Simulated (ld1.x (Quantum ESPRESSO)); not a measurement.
# Pseudopotential generation for tantalum: ultrasoft, PBE

Task: generate the file, and judge it by its errors in other configurations, its logarithmic derivatives, its ghosts and its cutoff.

Program: ld1.x (Quantum ESPRESSO) 7.5. Reference atom: PBE, scalar-relativistic, spherical and spin-unpolarised. All values are calculated.

## (1) The design

Typed settings, in words:

* element: tantalum (Ta, Z = 73)
* type: ultrasoft
* frozen core: [Xe] 4f14
* valence charge: 5
* reference configuration: 5d3 6s0 6p0 (charge +2)
* partial waves: 6s (bound, empty): rcut 2.15, rcutus 2.65 bohr; 6s channel at 2.5 Ry: rcut 2.15, rcutus 2.65 bohr; 6p (bound, empty): rcut 2.45, rcutus 2.70 bohr; 6p channel at 0.2 Ry: rcut 2.45, rcutus 2.70 bohr; 5d (bound): rcut 1.75, rcutus 2.00 bohr; 5d channel at -0.4 Ry: rcut 1.75, rcutus 2.00 bohr
* local potential: all-electron potential smoothed inside 1.55 bohr (lloc = -2)
* core correction: not asked for
* augmentation charge: built from norm-conserving waves at rcut, not smoothed further

## (2) The generation run

The input, Ta.in:

```
 &input
   title='Ta', zed=73., rel=1, dft='PBE', iswitch=3,
   config='[Xe] 4f14 5d3 6s0 6p0',
   nld=3, rlderiv=2.95, eminld=-3.0, emaxld=5.0, deld=0.02
 /
 &inputp
   pseudotype=3, tm=.true., lloc=-2, rcloc=1.55,
   nlcc=.false.,
   file_pseudopw='Ta.UPF', file_wfcaegen='ae.wfc', file_wfcncgen='nc.wfc', file_beta='beta', file_chi='chi', file_wfcusgen='us.wfc'
 /
6
6S  1  0   0.00   0.00  2.15  2.65  0.0
6S  1  0   0.00   2.50  2.15  2.65  0.0
6P  2  1   0.00   0.00  2.45  2.70  0.0
6P  2  1   0.00   0.20  2.45  2.70  0.0
5D  3  2   3.00   0.00  1.75  2.00  0.0
5D  3  2   0.00  -0.40  1.75  2.00  0.0
 &test
   configts(1)='5d3 6s0 6p0'
 /
```

Run with:

```bash
$ ld1.x < Ta.in > Ta.out
```

What the program wrote to Ta.out (without the banner and most projector matrices):

```text
     Program LD1 v.7.5
     --------------------------- All-electron run ----------------------------

     Ta
     scalar relativistic calculation

     atomic number is 73.00
     dft =PBE   lsd =0 sic =0 latt =0  beta=0.20 tr2=1.0E-14
     Exchange-correlation= PBE
                           (   1   4   3   4   0   0   0)
     mesh =1273 r(mesh) = 100.43799 a.u. xmin = -7.00 dx = 0.01250
     1 Ry =  13.60569312 eV, c = 137.03599908

     n l     nl                  e(Ry)          e(Ha)          e(eV)
     1 0     1S 1( 2.00)     -4952.9143     -2476.4571    -67387.8320
     2 0     2S 1( 2.00)      -851.9005      -425.9503    -11590.6970
     2 1     2P 1( 6.00)      -746.6224      -373.3112    -10158.3152
     3 0     3S 1( 2.00)      -196.0390       -98.0195     -2667.2465
     3 1     3P 1( 6.00)      -164.7314       -82.3657     -2241.2851
     4 0     4S 1( 2.00)       -40.8813       -20.4406      -556.2178
     4 1     4P 1( 6.00)       -30.6132       -15.3066      -416.5142
     3 2     3D 1(10.00)      -128.2256       -64.1128     -1744.5977
     5 0     5S 1( 2.00)        -6.5086        -3.2543       -88.5534
     5 1     5P 1( 6.00)        -4.0391        -2.0195       -54.9542
     4 2     4D 1(10.00)       -17.4756        -8.7378      -237.7678
     4 3     4F 1(14.00)        -2.9596        -1.4798       -40.2678
     5 2     5D 1( 3.00)        -1.3459        -0.6729       -18.3118
     6 0     6S 1( 0.00)        -1.3548        -0.6774       -18.4333
     6 1     6P 1( 0.00)        -0.9218        -0.4609       -12.5421

     final scf error:  3.5E-16 reached in  28 iterations

     Etot =  -31207.404856 Ry,  -15603.702428 Ha, -424598.373629 eV

     Ekin =   34294.401988 Ry,   17147.200994 Ha,  466599.109286 eV
     Encl =  -76998.789005 Ry,  -38499.394503 Ha,-1047621.894050 eV
     Eh   =   12126.435097 Ry,    6063.217548 Ha,  164988.554602 eV
     Exc  =    -629.452935 Ry,    -314.726467 Ha,   -8564.143468 eV

     normalization and overlap integrals

     s(1S/1S) =  1.000000  <r> =   0.0187  <r2> =    0.0005  r(max) =   0.0116
     s(2S/2S) =  1.000000  <r> =   0.0789  <r2> =    0.0074  r(max) =   0.0670
     s(2P/2P) =  1.000000  <r> =   0.0706  <r2> =    0.0061  r(max) =   0.0549
     s(3S/3S) =  1.000000  <r> =   0.2048  <r2> =    0.0479  r(max) =   0.1891
     s(3P/3P) =  1.000000  <r> =   0.2049  <r2> =    0.0487  r(max) =   0.1868
     s(4S/4S) =  1.000000  <r> =   0.4587  <r2> =    0.2376  r(max) =   0.4315
     s(4P/4P) =  1.000000  <r> =   0.4877  <r2> =    0.2706  r(max) =   0.4480
     s(3D/3D) =  1.000000  <r> =   0.1856  <r2> =    0.0404  r(max) =   0.1529
     s(5S/5S) =  1.000000  <r> =   1.1003  <r2> =    1.3611  r(max) =   0.9847
     s(5P/5P) =  1.000000  <r> =   1.2911  <r2> =    1.8910  r(max) =   1.1298
     s(4D/4D) =  1.000000  <r> =   0.5230  <r2> =    0.3172  r(max) =   0.4593
     s(4F/4F) =  1.000000  <r> =   0.6391  <r2> =    0.5200  r(max) =   0.4424
     s(5D/5D) =  1.000000  <r> =   1.9872  <r2> =    4.6506  r(max) =   1.5443
     s(6S/6S) =  1.000000  <r> =   2.8941  <r2> =    9.3827  r(max) =   2.5781
     s(6P/6P) =  1.000000  <r> =   3.6270  <r2> =   14.7365  r(max) =   3.2286

     ------------------------ End of All-electron run ------------------------

     --------------------- Generating US pseudopotential ---------------------

      Generating local potential from pseudized AE potential:
      Matching radius rcloc =   1.5500
      Enforcing V''(0)=0 (lloc=-2)

      Local pseudo, rcloc= 1.544 Estimated cut-off energy=    13.32 Ry

      Wfc   6S  rcut= 2.137  Using Troullier-Martins method
      Wfc-us  6S rcutus= 2.677  Estimated cut-off energy=     6.32 Ry

      Wfc   6S  rcut= 2.137  Using Troullier-Martins method
      Wfc-us  6S rcutus= 2.677  Estimated cut-off energy=    13.59 Ry

      Wfc   6P  rcut= 2.422  Using Troullier-Martins method
      Wfc-us  6P rcutus= 2.677  Estimated cut-off energy=     9.84 Ry

      Wfc   6P  rcut= 2.422  Using Troullier-Martins method
      Wfc-us  6P rcutus= 2.677  Estimated cut-off energy=    11.28 Ry

      Wfc   5D  rcut= 1.750  Using Troullier-Martins method
      Wfc-us  5D rcutus= 1.983  Estimated cut-off energy=    28.98 Ry

      Wfc   5D  rcut= 1.750  Using Troullier-Martins method
      Wfc-us  5D rcutus= 1.983  Estimated cut-off energy=    32.41 Ry

     ------------------- End of pseudopotential generation -------------------

     [... the all-electron block is printed once more ...]


     Computing logarithmic derivative in   2.93971

       Warning: n=2, l=1 expected 0 nodes, found 1
       Setting wfc to zero for this iteration
       (This warning will only be printed once per wavefunction)

       Zero norm: self consistency problem; state:  3 (l=  1, j=0.0)
     Computing logarithmic derivative in   2.93971
     Computing the partial wave expansion
     R is outside the sphere for l=    0 j= 0.00
     R is outside the sphere for l=    0 j= 0.00
     R is outside the sphere for l=    1 j= 0.00
     R is outside the sphere for l=    1 j= 0.00
     R is outside the sphere for l=    2 j= 0.00
     R is outside the sphere for l=    2 j= 0.00

     ---------------------- Testing the pseudopotential ----------------------

     Ta
     scalar relativistic calculation

     atomic number is 73.00   valence charge is  5.00
     dft =PBE   lsd =0 sic =0 latt =0  beta=0.20 tr2=1.0E-14
     mesh =1273 r(mesh) = 100.43799 xmin = -7.00 dx = 0.01250

     n l     nl             e AE (Ry)        e PS (Ry)    De AE-PS (Ry)
     3 2     5D   1( 3.00)       -1.34589       -1.34589        0.00000
     1 0     6S   1( 0.00)       -1.35483       -1.35483        0.00000
     2 1     6P   1( 0.00)       -0.92183       -0.92183        0.00000

     eps = 1.9E-16  iter =  3

     Etot =  -31207.404856 Ry,  -15603.702428 Ha, -424598.373629 eV
     Etotps =    -7.654034 Ry,      -3.827017 Ha,    -104.138439 eV

     Ekin =       9.199494 Ry,       4.599747 Ha,     125.165488 eV
     Encl =     -19.494332 Ry,      -9.747166 Ha,    -265.233894 eV
     Ehrt =       4.099816 Ry,       2.049908 Ha,      55.780837 eV
     Ecxc =      -1.681564 Ry,      -0.840782 Ha,     -22.878844 eV
     Epseu=       0.222552 Ry,       0.111276 Ha,       3.027974 eV

     ---------------------- End of pseudopotential test ----------------------
```

Run time: 1.8 s. Hardware: 1 thread of Neoverse-V1, shared host. This counts the later configuration tests of the new file too.

Partial waves on a coarse radial grid (AE all-electron, PS pseudo):

```tsv
r (bohr)	5d AE	5d PS	6s AE	6s PS
0.135	0.2051	0.0026	-0.1377	0.0350
0.270	-0.1640	0.0203	0.1069	0.0707
0.405	-0.3285	0.0642	0.1933	0.1076
0.540	-0.1922	0.1388	-0.0216	0.1461
0.675	0.0489	0.2411	-0.2378	0.1866
0.810	0.2822	0.3610	-0.3389	0.2291
0.945	0.4687	0.4841	-0.3266	0.2736
1.080	0.6025	0.5953	-0.2368	0.3199
1.215	0.6896	0.6825	-0.1056	0.3672
1.350	0.7390	0.7390	0.0400	0.4149
1.485	0.7598	0.7645	0.1822	0.4621
1.620	0.7596	0.7642	0.3109	0.5077
1.755	0.7443	0.7464	0.4209	0.5505
1.890	0.7188	0.7190	0.5104	0.5894
2.025	0.6863	0.6863	0.5795	0.6231
2.160	0.6495	0.6495	0.6297	0.6507
2.295	0.6103	0.6103	0.6630	0.6711
2.430	0.5700	0.5700	0.6815	0.6836
2.565	0.5297	0.5297	0.6875	0.6877
2.700	0.4901	0.4901	0.6831	0.6831
2.835	0.4517	0.4517	0.6702	0.6702
2.970	0.4149	0.4149	0.6508	0.6508
3.105	0.3799	0.3799	0.6263	0.6263
3.240	0.3470	0.3470	0.5980	0.5980
3.375	0.3161	0.3161	0.5672	0.5672
3.510	0.2874	0.2874	0.5348	0.5348
```

## (3) Testing the new file in other configurations

The input, Ta.test.in:

```
 &input
   title='Ta', zed=73., rel=1, dft='PBE', iswitch=2,
   config='[Xe] 4f14 5d3 6s0 6p0'
 /
 &test
   file_pseudo='Ta.UPF', nconf=8,
   configts(1)='5d3 6s0 6p0',
   configts(2)='5d3 6s2 6p0',
   configts(3)='5d3 6s1 6p0',
   configts(4)='5d2 6s0 6p0',
   configts(5)='5d4 6s0 6p0',
   configts(6)='5d3.5 6s1.5 6p0',
   configts(7)='5d4 6s1 6p0',
   configts(8)='5d1 6s0 6p0'
 /
```

Run with:

```bash
$ ld1.x < Ta.test.in > Ta.test.out
```

Ta.test.out, the pseudopotential blocks, each with the warnings that came before it:

```text
     Warning: n=2, l=1 expected 0 nodes, found 1
     ---------------------- Testing the pseudopotential ----------------------

     Ta
     scalar relativistic calculation

     atomic number is 73.00   valence charge is  5.00
     dft =PBE   lsd =0 sic =0 latt =0  beta=0.20 tr2=1.0E-14
     mesh =1273 r(mesh) = 100.43799 xmin = -7.00 dx = 0.01250

     n l     nl             e AE (Ry)        e PS (Ry)    De AE-PS (Ry)
     3 2     5D   1( 3.00)       -1.34589       -1.34589        0.00000
     1 0     6S   1( 0.00)       -1.35483       -1.35483        0.00000
     2 1     6P   1( 0.00)       -0.92183       -0.92183        0.00000

     eps = 1.9E-16  iter =  3

     Etot =  -31207.404855 Ry,  -15603.702428 Ha, -424598.373628 eV
     Etotps =    -7.654034 Ry,      -3.827017 Ha,    -104.138439 eV

     Ekin =       9.199494 Ry,       4.599747 Ha,     125.165488 eV
     Encl =     -19.494332 Ry,      -9.747166 Ha,    -265.233894 eV
     Ehrt =       4.099816 Ry,       2.049908 Ha,      55.780837 eV
     Ecxc =      -1.681564 Ry,      -0.840782 Ha,     -22.878844 eV
     Epseu=       0.222552 Ry,       0.111276 Ha,       3.027974 eV

     ---------------------- End of pseudopotential test ----------------------

     ---------------------- Testing the pseudopotential ----------------------

     Ta
     [...]
     n l     nl             e AE (Ry)        e PS (Ry)    De AE-PS (Ry)
     3 2     5D   1( 3.00)       -0.26390       -0.26625        0.00235
     1 0     6S   1( 2.00)       -0.40000       -0.41197        0.01197  !
     2 1     6P   1( 0.00)       -0.10225       -0.10225        0.00000

     eps = 1.0E-15  iter = 16

     Etot =  -31209.127623 Ry,  -15604.563811 Ha, -424621.813070 eV
     Etotps =    -9.399171 Ry,      -4.699586 Ha,    -127.882238 eV
     dEtot_ae =      -1.722767 Ry
     dEtot_ps =      -1.745137 Ry,   Delta E=       0.022370 Ry

     [...]
     ---------------------- End of pseudopotential test ----------------------

     ---------------------- Testing the pseudopotential ----------------------

     Ta
     [...]
     n l     nl             e AE (Ry)        e PS (Ry)    De AE-PS (Ry)
     3 2     5D   1( 3.00)       -0.77071       -0.77566        0.00495
     1 0     6S   1( 1.00)       -0.85403       -0.86722        0.01319  !
     2 1     6P   1( 0.00)       -0.48603       -0.48603        0.00000

     eps = 7.4E-15  iter = 13

     Etot =  -31208.505287 Ry,  -15604.252643 Ha, -424613.345757 eV
     Etotps =    -8.763492 Ry,      -4.381746 Ha,    -119.233385 eV
     dEtot_ae =      -1.100431 Ry
     dEtot_ps =      -1.109458 Ry,   Delta E=       0.009027 Ry

     [...]
     ---------------------- End of pseudopotential test ----------------------

     ---------------------- Testing the pseudopotential ----------------------

     Ta
     [...]
     n l     nl             e AE (Ry)        e PS (Ry)    De AE-PS (Ry)
     3 2     5D   1( 2.00)       -2.14090       -2.13216       -0.00874  !
     1 0     6S   1( 0.00)       -1.99759       -1.98011       -0.01748  !
     2 1     6P   1( 0.00)       -1.47763       -1.46374       -0.01389  !

     eps = 3.7E-16  iter =  9

     Etot =  -31205.670024 Ry,  -15602.835012 Ha, -424574.770038 eV
     Etotps =    -5.922522 Ry,      -2.961261 Ha,     -80.580021 eV
     dEtot_ae =       1.734832 Ry
     dEtot_ps =       1.731512 Ry,   Delta E=       0.003320 Ry

     [...]
     ---------------------- End of pseudopotential test ----------------------

     ---------------------- Testing the pseudopotential ----------------------

     Ta
     [...]
     n l     nl             e AE (Ry)        e PS (Ry)    De AE-PS (Ry)
     3 2     5D   1( 4.00)       -0.66651       -0.67080        0.00429
     1 0     6S   1( 0.00)       -0.79322       -0.80230        0.00907  !
     2 1     6P   1( 0.00)       -0.44841       -0.44841        0.00000

     eps = 2.3E-16  iter =  9

     Etot =  -31208.399888 Ry,  -15604.199944 Ha, -424611.911735 eV
     Etotps =    -8.651398 Ry,      -4.325699 Ha,    -117.708260 eV
     dEtot_ae =      -0.995032 Ry
     dEtot_ps =      -0.997363 Ry,   Delta E=       0.002331 Ry

     [...]
     ---------------------- End of pseudopotential test ----------------------

     ---------------------- Testing the pseudopotential ----------------------

     Ta
     [...]
     n l     nl             e AE (Ry)        e PS (Ry)    De AE-PS (Ry)
     3 2     5D   1( 3.50)       -0.22638       -0.23004        0.00366
     1 0     6S   1( 1.50)       -0.38103       -0.39279        0.01176  !
     2 1     6P   1( 0.00)       -0.09494       -0.09494        0.00000

     eps = 8.6E-15  iter = 17

     Etot =  -31209.054965 Ry,  -15604.527483 Ha, -424620.824513 eV
     Etotps =    -9.321952 Ry,      -4.660976 Ha,    -126.831611 eV
     dEtot_ae =      -1.650110 Ry
     dEtot_ps =      -1.667917 Ry,   Delta E=       0.017808 Ry

     [...]
     ---------------------- End of pseudopotential test ----------------------
```

2 tests gave no usable energy difference (5d4 6s1 6p0; 5d1 6s0 6p0); the test run stopped with "negative rho".

The tests as a table, with energies relative to 5d3 6s0 6p0.

| valence configuration | charge | ΔE all-electron (eV) | error AE − PS (meV) |
| --- | --- | --- | --- |
| 5d3 6s2 6p0 | 0 | -23.439 | +304 |
| 5d3 6s1 6p0 | +1 | -14.972 | +123 |
| 5d2 6s0 6p0 | +3 | 23.604 | +45 |
| 5d4 6s0 6p0 | +1 | -13.538 | +32 |
| 5d3.5 6s1.5 6p0 | 0 | -22.451 | +242 |

## (4) Scattering by logarithmic derivatives

Taken from the files of the generation run. The phase is arctan(r·u′/u) with u = r·R, unwrapped, with energies in Ry. A pole is an energy at which the radial function vanishes at the test radius. The pseudo phase is shifted by a multiple of π to meet the all-electron one at the reference energy. Levels narrower than the energy grid can be missing from the poles. The last column is the largest difference on the grid between −1 and +1 Ry.

```tsv
channel	radius (bohr)	reference (Ry)	poles AE	poles PS	window around the reference with phases within 0.05 rad (Ry)	largest difference near zero (rad)
s	2.94	-1.35	0.26	0.24	below 3.2	0.002
p	2.94	-0.92	1.64	-2.92, 1.65	above -2.8	0.000
d	2.94	-1.35	-0.96, 4.07	-0.96, -0.13, 4.40	below -0.1	3.139
```

Phases (rad) along the scan:

```tsv
E (Ry)	d AE	d PS	p AE	p PS
-3.00	1.310	1.310	1.326	4.165
-2.52	1.253	1.253	1.278	1.292
-2.04	1.117	1.117	1.204	1.208
-1.56	0.145	0.144	1.068	1.069
-1.08	-1.495	-1.495	0.723	0.723
-0.60	-1.702	-1.702	-0.295	-0.295
-0.12	-1.824	-4.871	-1.096	-1.095
0.36	-1.985	-5.122	-1.354	-1.354
0.84	-2.364	-5.482	-1.469	-1.468
1.32	-3.483	-6.543	-1.537	-1.536
1.80	-4.240	-7.341	-1.586	-1.585
2.28	-4.474	-7.592	-1.627	-1.626
2.76	-4.580	-7.702	-1.669	-1.666
3.24	-4.642	-7.766	-1.716	-1.712
3.72	-4.686	-7.809	-1.782	-1.775
4.20	-4.721	-7.842	-1.895	-1.885
4.68	-4.753	-7.870	-2.164	-2.156
```

## (5) Cutoff and ghost test in a Bessel basis

This step uses the generator's waves and projectors in a separate script. Basis: spherical Bessel functions vanishing at 20 bohr, q² up to the cutoff; potential fixed at the reference.

All-electron valence levels (Ry): 6s -1.3548, 6p -0.9218, 5d -1.3459. The lowest levels of each channel (Ry) by cutoff; the last column sums, over occupied levels, occupation times the distance from the level at 400 Ry. A positive value at high cutoff is not a bound level.

```tsv
cutoff (Ry)	s #1	s #2	p #1	p #2	d #1	f #1	Σ f·Δε (mRy)
8	-2.5356	-1.3537	-1.6811	-0.9212	-1.0814	-0.3216	793.7
10	-3.3479	-1.3547	-2.2970	-0.9217	-1.1184	-0.3226	682.7
15	-4.1163	-1.3550	-2.8263	-0.9218	-1.1923	-0.3239	461.0
18	-4.2628	-1.3550	-2.8823	-0.9218	-1.3006	-0.3241	135.9
25	-4.3006	-1.3550	-2.9189	-0.9218	-1.3445	-0.3244	4.3
30	-4.3030	-1.3550	-2.9208	-0.9218	-1.3456	-0.3244	1.1
35	-4.3030	-1.3550	-2.9209	-0.9218	-1.3456	-0.3244	0.9
40	-4.3035	-1.3550	-2.9209	-0.9218	-1.3458	-0.3244	0.4
45	-4.3039	-1.3550	-2.9211	-0.9218	-1.3459	-0.3244	0.2
400	-4.3044	-1.3550	-2.9213	-0.9218	-1.3459	-0.3245	0.0
```

The sum stays within 10 mRy from 25 Ry and within 1 mRy from 35 Ry. The sum leaves out empty levels, which can need more. Ghost test: ghost states, bound below the all-electron valence or empty levels of the same l: s at -58.6 eV, p at -39.7 eV.

## (6) Results

| quantity | value |
| --- | --- |
| cutoffs for 10 and 1 mRy, occupied levels | 25 Ry and 35 Ry |
| bound ghosts | s at -58.56 eV, p at -39.75 eV |
| largest test error (AE − PS) | +304 meV, for 5d3 6s2 6p0 (2 tests unsolved) |
| largest phase difference near zero energy, channels read | 3.139 rad |
| lowest eigenvalue of the overlap (Bessel basis) | 0.533 (s) |

**Reading.** A bound ghost (s, p) makes it unfit for use: electrons can fall into a state that the atom doesn't have. By total energies transferability is poor: the largest error is 304 meV on 23.4 eV, for 5d3 6s2 6p0. The test run broke off, so later configurations gave nothing; the verdict rests on few tests. By its cutoff, 25 Ry for the looser tolerance, it is soft on the atom at that tolerance. Of the channels read, d scatters worst near zero energy, by up to 3.14 rad. A step near π is an extra or missing state, not a misfit of shape. The pseudo curves have poles with no partner nearby in the atom's: p at -2.92 Ry, d at -0.13 Ry.
